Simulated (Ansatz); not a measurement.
# C12H14O2: a ladder of functionals and wavefunction methods

The task here is to estimate one member of a computed series from the others.

Method: functionals in def2-TZVPP, the program's frozen cores in correlated methods; program: Ansatz 0.2.0, Gaussian basis.

Levels to be run: LDA (SPW92), PBE-D4, revPBE-D4, BLYP-D4, r2SCAN-D4, B97M-V, PBE0-D4, B3LYP-D4, r2SCANh-D4, r2SCAN0-D4, HSE06-D4, BHLYP-D4, CAM-B3LYP-D4, LC-ωPBE, ωB97X-V, ωB97M-V, B2PLYP, PBE-QIDH; CCSD(T)/def2-SVP; CCSD(T)/def2-TZVPP; MP2/def2-QZVPP; extrapolation to the limit; RPA on PBE.

**Structure used throughout**

An earlier PBE0-D4 in a triple-zeta def2 set relaxation fixed the geometry.

SMILES `CC(C)C(=O)/C=C(\O)c1ccccc1`, 28 atoms, charge 0, spin multiplicity 1.

Atoms are counted from 1 here; the program's logs count them from 0.

Bond lengths: C1–C2 1.526 Å, C1–H15 1.093 Å, C1–H16 1.092 Å, C1–H17 1.093 Å, C2–C3 1.525 Å, C2–C4 1.511 Å, C2–H18 1.093 Å, C3–H19 1.093 Å, C3–H20 1.093 Å, C3–H21 1.092 Å, C4–O5 1.246 Å, C4–C6 1.429 Å, C6–C7 1.373 Å, C6–H22 1.078 Å, C7–O8 1.311 Å, C7–C9 1.469 Å, O8–H23 1.024 Å, C9–C10 1.394 Å and more. Angles: C2–C1–H15 110.1°, C2–C1–H16 111.4°, C2–C1–H17 111.4°, H15–C1–H16 108.1°, H15–C1–H17 107.8°, H16–C1–H17 108.0°, C1–C2–C3 111.6°, C1–C2–C4 110.7°, C1–C2–H18 108.8°, C3–C2–C4 111.5°, C3–C2–H18 109.0°, C4–C2–H18 104.9°, C2–C3–H19 110.0°, C2–C3–H20 111.5°, C2–C3–H21 111.5°, H19–C3–H20 107.6°, H19–C3–H21 108.1°, H20–C3–H21 108.0° and more.

The first run:

File in.yaml:

```yaml
crystal:
  periodic: [false, false, false]
  atoms:
    - {symbol: C, position_ang: [-3.006624, 0.624939, 1.823722]}
    - {symbol: C, position_ang: [-3.032170, 0.751478, 0.303288]}
    - {symbol: C, position_ang: [-2.787389, 2.188665, -0.143418]}
    - {symbol: C, position_ang: [-2.044742, -0.201968, -0.329170]}
    - {symbol: O, position_ang: [-2.474554, -1.135520, -1.033544]}
    - {symbol: C, position_ang: [-0.645814, -0.024505, -0.100816]}
    - {symbol: C, position_ang: [0.252396, -0.894809, -0.666412]}
    - {symbol: O, position_ang: [-0.162881, -1.892560, -1.409403]}
    - {symbol: C, position_ang: [1.708735, -0.812500, -0.489645]}
    - {symbol: C, position_ang: [2.500628, -1.901224, -0.852500]}
    - {symbol: C, position_ang: [3.873809, -1.855095, -0.684895]}
    - {symbol: C, position_ang: [4.474248, -0.719563, -0.161913]}
    - {symbol: C, position_ang: [3.694109, 0.373069, 0.191474]}
    - {symbol: C, position_ang: [2.321493, 0.327252, 0.030053]}
    - {symbol: H, position_ang: [-3.777873, 1.260181, 2.266032]}
    - {symbol: H, position_ang: [-3.190910, -0.403555, 2.140875]}
    - {symbol: H, position_ang: [-2.042530, 0.936906, 2.233377]}
    - {symbol: H, position_ang: [-4.010633, 0.427195, -0.061635]}
    - {symbol: H, position_ang: [-3.564281, 2.843272, 0.258904]}
    - {symbol: H, position_ang: [-1.823705, 2.560317, 0.213740]}
    - {symbol: H, position_ang: [-2.800092, 2.276771, -1.231777]}
    - {symbol: H, position_ang: [-0.301925, 0.775888, 0.534742]}
    - {symbol: H, position_ang: [-1.183496, -1.806206, -1.414380]}
    - {symbol: H, position_ang: [2.023383, -2.781883, -1.262205]}
    - {symbol: H, position_ang: [4.478856, -2.709574, -0.964913]}
    - {symbol: H, position_ang: [5.549951, -0.682528, -0.033700]}
    - {symbol: H, position_ang: [4.159455, 1.266974, 0.590090]}
    - {symbol: H, position_ang: [1.725955, 1.193284, 0.290429]}
basis:
  gaussian: {orbitals: def2-TZVPP}
hamiltonian: {xc: lda}
output: {orbitals: {seedname: orbitals}}
```

Started as:

```sh
ansatz run in.yaml --threads 11 --pin off --events-out ev --progress --plain --max-ram 174080MiB --backend cuda --devices 0, --max-vram 75GiB
```

Steps of the session up to this table: LDA; PBE-D4 (GGA); revPBE-D4 (GGA); BLYP-D4 (GGA); r2SCAN-D4 (meta-GGA); B97M-V (meta-GGA); B3LYP-D4 (hybrid); r2SCANh-D4 (hybrid); r2SCAN0-D4 (hybrid); HSE06-D4 (hybrid); BHLYP-D4 (hybrid); CAM-B3LYP-D4 (range-separated); LC-ωPBE (range-separated); ωB97X-V (range-separated); ωB97M-V (range-separated); B2PLYP (double hybrid); PBE-QIDH (double hybrid).

One of the session's tables, all rows but one given; the rest of the session is left out.

It belongs to the step «Orbital energies across the functionals». 

| functional | HOMO (eV) | LUMO (eV) | gap (eV) |
| --- | --- | --- | --- |
| LDA (SPW92) | -5.97 | -2.93 | 3.03 |
| PBE-D4 | -5.73 | -2.67 | 3.06 |
| revPBE-D4 | -5.64 | -2.57 | 3.07 |
| BLYP-D4 | -5.56 | -2.50 | 3.06 |
| r2SCAN-D4 | -5.91 | -2.57 | 3.34 |
| B97M-V | -5.90 | -2.48 | 3.42 |
| PBE0-D4 | ? | ? | ? |
| B3LYP-D4 | -6.53 | -2.04 | 4.48 |
| r2SCANh-D4 | -6.29 | -2.28 | 4.01 |
| r2SCAN0-D4 | -6.86 | -1.83 | 5.03 |
| HSE06-D4 | -6.34 | -2.24 | 4.10 |
| BHLYP-D4 | -7.57 | -0.90 | 6.67 |
| CAM-B3LYP-D4 | -7.92 | -0.84 | 7.08 |
| LC-ωPBE | -9.17 | 0.14 | 9.31 |
| ωB97X-V | -8.84 | 0.14 | 8.98 |
| ωB97M-V | -8.76 | 0.09 | 8.85 |

Q: Estimate the row for PBE0-D4 from the others.

**Answer.** HOMO (eV): -6.73; LUMO (eV): -1.88; gap (eV): 4.85. In the column «HOMO (eV)» it lies between r2SCAN0-D4 (-6.86) and B3LYP-D4 (-6.53).
